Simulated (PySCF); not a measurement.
# The bond of GeO+, level by level

Aim: find the lowest electronic state of GeO+, scan its bond at several levels of theory, and get bond length, wavenumber and dissociation energy from each curve.

Program: PySCF 2.14.0. Level of theory: Ge def2-TZVPPD, O def2-TZVPPD, no relativity. These are calculated values, not measurements.

**1. Set-up**

The job is set up so:

```json
{
  "atoms": "Ge, O",
  "charge": "1",
  "basis": "Ge def2-TZVPPD, O def2-TZVPPD",
  "Hamiltonian": "no relativity",
  "basis functions": "94",
  "electrons treated": "39",
  "masses in u": "73.9212, 15.9949",
  "levels": "PBE0, PBE, r²SCAN, PW91, B2PLYP, B3LYP, MN15, BLYP, ωB97X, HF, MP2, SCS-MP2, CCSD, CCSD(T)",
  "grid": "80 radial by 434 angular points",
  "occupations": "held fixed by the projection of orbital angular momentum",
  "dissociation limit": "Ge+ + O, each in its ground configuration",
  "starting distance in angstrom": "1.860",
  "values of 2S to try": "1, 3"
}
```

The run is started by

```bash
> OMP_NUM_THREADS=2 python dia.py task.json out
```

After this run come: PBE0 along the bond; Excited determinants; PBE (GGA); r²SCAN; PW91 (GGA); B2PLYP; B3LYP; MN15; BLYP (GGA); ωB97X; UHF; Adding correlation.

Before running it: what results should come out? Wanted: for each run, Re; ωe; De; μ.

The runs gave:

Lowest PBE0 solution found, without spin–orbit coupling: ²Π (doublet), unpaired electrons π ↑. State 2 has its PBE0 minimum 0.23 eV higher. The other levels ran on the lowest alone.

| level | Re (Å) | ωe (cm⁻¹) | De (eV) | μ (D) |
| --- | --- | --- | --- | --- |
| UHF | 1.745 | 813 | 1.87 | -2.33 |
| UHF-MP2 | 1.767 | 764 | 3.76 | n/a |
| UHF-SCS-MP2 | 1.769 | 761 | 3.68 | n/a |
| UHF-CCSD | 1.766 | 766 | 3.49 | n/a |
| UHF-CCSD(T) | 1.775 | 744 | 3.68 | n/a |
| PBE | 1.801 | 702 | 4.22 | -1.90 |
| PW91 | 1.799 | 704 | 4.24 | -1.91 |
| BLYP | 1.812 | 685 | 4.09 | -2.01 |
| r²SCAN | 1.776 | 741 | 4.05 | -1.85 |
| B3LYP | 1.785 | 731 | 3.84 | -2.11 |
| PBE0 | 1.773 | 752 | 3.80 | -2.03 |
| MN15 | 1.760 | 778 | 3.89 | -2.02 |
| ωB97X | 1.768 | 766 | 3.89 | -2.11 |
| B2PLYP | 1.780 | 738 | 3.79 | -2.33 |

De is counted to Ge+ + O in their ground configurations. A positive dipole points from Ge to O; in an ion it is taken about the centre of mass and does not tell which atom is negative.

Differences from CCSD(T) in the same basis:

| level | Re (mÅ) | ωe (%) |
| --- | --- | --- |
| UHF | -30 | +9.2 |
| UHF-MP2 | -8 | +2.6 |
| UHF-SCS-MP2 | -6 | +2.3 |
| UHF-CCSD | -9 | +2.9 |
| PBE | +26 | -5.7 |
| PW91 | +24 | -5.4 |
| BLYP | +37 | -7.9 |
| r²SCAN | +1 | -0.4 |
| B3LYP | +10 | -1.8 |
| PBE0 | -2 | +1.0 |
| MN15 | -15 | +4.5 |
| ωB97X | -7 | +2.9 |
| B2PLYP | +4 | -0.9 |

**Reading.** Judged by CCSD(T) in the same basis: best bond length r²SCAN (+1 mÅ), worst BLYP (+37 mÅ); best wavenumber r²SCAN (-0.4 %), worst UHF (+9.2 %). Hartree–Fock falls on the short and stiff side, its usual fault. PBE gives a bond that is too long and too soft, as GGAs tend to. Among the levels with a De in the table, it runs from 1.87 eV (UHF) to 4.24 eV (PW91).

Correlated steps freeze 10 core orbitals. B2PLYP dipoles, levels and charges come from its SCF part alone.
